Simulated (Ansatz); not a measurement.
**BH2OF (SMILES OBF) at BHLYP/STO-3G**

What is the electronic atomisation energy of BH2OF at BHLYP/STO-3G? 

The calculation is run with Ansatz 0.2.0.

70 further runs of the same task are left out: 1 that didn't finish, 69 set aside as unsound or not needed.

## Step 1: The molecule

BH2OF: 5 atoms, total charge 0, spin state singlet. SMILES: `OBF`. Geometry: relaxed at PBE0-D4/def2-TZVP. This is one conformer, not always the lowest.

Bond lengths: O1–B2 1.344 Å, B2–F3 1.332 Å, O1–H4 0.963 Å, B2–H5 1.192 Å. Angles: O1–B2–F3 120.3°, O1–B2–H5 120.1°, F3–B2–H5 119.6°, B2–O1–H4 113.4°.

## Step 2: The energy at BHLYP/STO-3G

input.yaml reads:

```yaml
crystal:
  periodic: [false, false, false]
  atoms:
    - {symbol: O, position_ang: [-0.965400, 0.157400, 0.156900]}
    - {symbol: B, position_ang: [0.365000, -0.030200, 0.201100]}
    - {symbol: F, position_ang: [1.039200, -0.323700, -0.909500]}
    - {symbol: H, position_ang: [-1.337200, 0.057400, -0.725800]}
    - {symbol: H, position_ang: [0.948300, 0.065400, 1.236000]}
basis:
  gaussian: {orbitals: STO-3G}
total_charge: 0
hamiltonian: {xc: {name: BHLYP}}
accuracy: high
```

Command:

```
$ ansatz run input.yaml --threads 1 --pin off --max-ram 2610MiB --events-out events.jsonl --progress --plain --runs-dir runs
```

What it wrote:

```text
Warning: RAYON_NUM_THREADS=1 ignored (pool sized by the plan → 1); use --threads N
Functional definition: BHLYP
  name "BHLYP"
  parameter a = 0.5
  exchange = (1 - a)*b88_x + a*exact_x
  correlation = lyp_c
297 factors; integrals over basis functions are off by at most 3.2e-8 eV
mean field evaluation 1: about -5395.6150 eV, gradient 2.0e1 eV
mean field evaluation 2: about -5396.4626 eV, gradient 1.4e1 eV
mean field evaluation 4: about -5396.9642 eV, gradient 6.2e-1 eV
mean field evaluation 8: about -5396.9824 eV, gradient 3.4e-3 eV
mean field evaluation 16: about -5396.9824 eV, gradient 1.9e-8 eV
mean field -5396.98244938 eV, -198.3354468088 hartree, gradient 1.8e-8 eV, S^2 0.000000; 0 other end points of the search recorded, 0 dependent functions left out
reference -5396.98246496 eV, -198.3354473812 hartree; 12, 12 occupied and 5, 5 virtual orbitals, 297 factors
Total energy: -5396.98246496 eV, -198.3354473812 hartree
```

Wall time 0.85 s (1 thread of Arm Neoverse V1, shared host); peak memory 0.091 GiB.

## Step 3: The B atom, same level

molecule.yaml reads:

```yaml
crystal:
  periodic: [false, false, false]
  atoms:
    - {symbol: B, position_ang: [0.000000, 0.000000, 0.000000]}
basis:
  gaussian: {orbitals: STO-3G}
magnetization: {spin_polarized: true, initial_magnetization: 1}
hamiltonian: {xc: {name: BHLYP}}
accuracy: high
```

Run the same way, it converges to -24.27395 Eh (log not shown).

## Step 4: The F atom, same level

job.yaml reads:

```yaml
crystal:
  periodic: [false, false, false]
  atoms:
    - {symbol: F, position_ang: [0.000000, 0.000000, 0.000000]}
basis:
  gaussian:
    orbitals: STO-3G
hamiltonian:
  xc: {name: BHLYP}
accuracy: high
magnetization:
  spin_polarized: true
  initial_magnetization: 1
```

Run the same way, it converges to -98.27228 Eh (log not shown).

## Step 5: The H atom

job.yaml reads:

```yaml
crystal:
  periodic: [false, false, false]
  atoms:
    - {symbol: H, position_ang: [0.000000, 0.000000, 0.000000]}
basis:
  gaussian:
    orbitals: STO-3G
magnetization:
  spin_polarized: true
  initial_magnetization: 1
hamiltonian:
  xc: {name: BHLYP}
accuracy: high
```

Run the same way, it converges to -0.46466 Eh (log not shown).

## Step 6: The O atom at the same level

in.yaml reads:

```yaml
crystal:
  periodic: [false, false, false]
  atoms:
    - {symbol: O, position_ang: [0.000000, 0.000000, 0.000000]}
basis:
  gaussian:
    orbitals: STO-3G
hamiltonian:
  xc: {name: BHLYP}
magnetization:
  spin_polarized: true
  initial_magnetization: 2
accuracy: high
```

Command:

```
$ ansatz run in.yaml --threads 1 --pin off --max-ram 2610MiB --events-out events.jsonl --progress --plain --runs-dir runs
```

What it wrote, cut to the lines that bear on the results:

```text
Warning: RAYON_NUM_THREADS=1 ignored (pool sized by the plan → 1); use --threads N
[... 5 set-up lines as earlier in the session ...]
15 factors; integrals over basis functions are off by at most 1.1e-9 eV
mean field evaluation 1: about -2014.6007 eV, gradient 8.1e-12 eV
mean field evaluation 2: about -2014.6013 eV, gradient 9.1e-12 eV
mean field -2014.60128003 eV, -74.0352314955 hartree, gradient 0.0e0 eV, S^2 2.000000; 0 other end points of the search recorded, 0 dependent functions left out
reference -2014.60128699 eV, -74.0352317512 hartree; 5, 3 occupied and 0, 2 virtual orbitals, 15 factors
Total energy: -2014.60128699 eV, -74.0352317512 hartree
```

Wall time 0.17 s (1 thread of Arm Neoverse V1, shared host).

## Step 7: What came out

At BHLYP/STO-3G:

```
                     quantity          value
       molecule: total energy  -198.33545 Eh
         B atom: total energy   -24.27395 Eh
                 B atom: ⟨S²⟩          0.750
         F atom: total energy   -98.27228 Eh
                 F atom: ⟨S²⟩          0.750
         H atom: total energy    -0.46466 Eh
                 H atom: ⟨S²⟩          0.750
         O atom: total energy   -74.03523 Eh
                 O atom: ⟨S²⟩          2.000
electronic atomisation energy      22.440 eV
```

**Reading.** Taking the molecule apart into free atoms costs 22.44 eV (2165 kJ/mol), before zero-point energy and without spin-orbit coupling. In a minimal basis such a difference can be off by several eV, whatever the method.
